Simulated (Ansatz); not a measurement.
# CH4ClFSi, SMILES C[SiH](F)Cl: a rigid torsion scan

With Ansatz's Python interface.

At the Python prompt:
```pycon
>>> import ansatz as az
>>> from ase import Atoms
>>> BASIS_SET = "cc-pVDZ"
>>> FUNCTIONAL = "pbe0"
>>> FORCE_TOL = 0.02
>>> METHOD = "mp2"
>>> atoms = Atoms(["C", "Si", "F", "Cl", "H", "H", "H", "H"], positions=[
...     (-0.2368, 0.8984, 0.095),
...     (0.338, -0.7836, -0.0673),
...     (0.8, -1.2822, 1.3601),
...     (-1.0836, -1.995, -0.7369),
...     (0.5015, 1.6121, 0.4193),
...     (-0.6395, 1.3406, -0.8809),
...     (-1.0908, 1.0078, 0.7951),
...     (1.5033, -0.8551, -1.0402),
... ])
>>> # start the scan from a relaxed geometry
>>> first = (
...     az.Crystal.molecule_from_ase(atoms).calculation()
...     .basis(gaussian=BASIS_SET)
...     .functional(FUNCTIONAL)
...     .relax(force_tolerance=FORCE_TOL, max_steps=80)
... )
>>> atoms.positions = first.run(threads=1).report["positions_ang"]

>>> start = atoms.get_dihedral(2, 1, 0, 4)
>>> energies = {}
>>> for turn in range(0, 121, 20):
...     turned = atoms.copy()
...     turned.set_dihedral(2, 1, 0, 4, start + turn, indices=[0, 4, 5, 6])
...     job = (
...         az.Crystal.molecule_from_ase(turned).calculation()
...         .basis(gaussian=BASIS_SET)
...         .correlation(METHOD)
...     )
...     energies[round((start + turn) % 360)] = job.run(threads=1).report["free_energy_ev"]
...
>>> floor = min(energies.values())
>>> print("dihedral F2-Si1-C0-H4 (deg)   E - E(min) (eV)")
dihedral F2-Si1-C0-H4 (deg)   E - E(min) (eV)
>>> for angle, e in sorted(energies.items()):
...     print(f"{angle:8d} {(e - floor):14.3f}  " + "#" * int(30 * (e - floor) / max(max(energies.values()) - floor, 1e-9)))
...
      60          0.000
      80          0.015  #######
     100          0.046  ######################
     120          0.062  ##############################
     140          0.047  ######################
     160          0.016  #######
     180          0.000
```

The scan is rigid and the energies are electronic, in a modest basis. With rigid groups the curve can differ much from the relaxed path, the start wasn't checked as a minimum of this torsion, and equivalent turns needn't return to the same energy. The start is relaxed with a density functional and scanned with the wavefunction method, so it isn't exactly that method's minimum. Hardware and time: 16 s on 1 thread of AMD EPYC 9R45 96-Core Processor (Zen 5), with other jobs on the host, peak memory 0.25 GiB.

(Lines on the test bed's own set-up are left out of the output.)
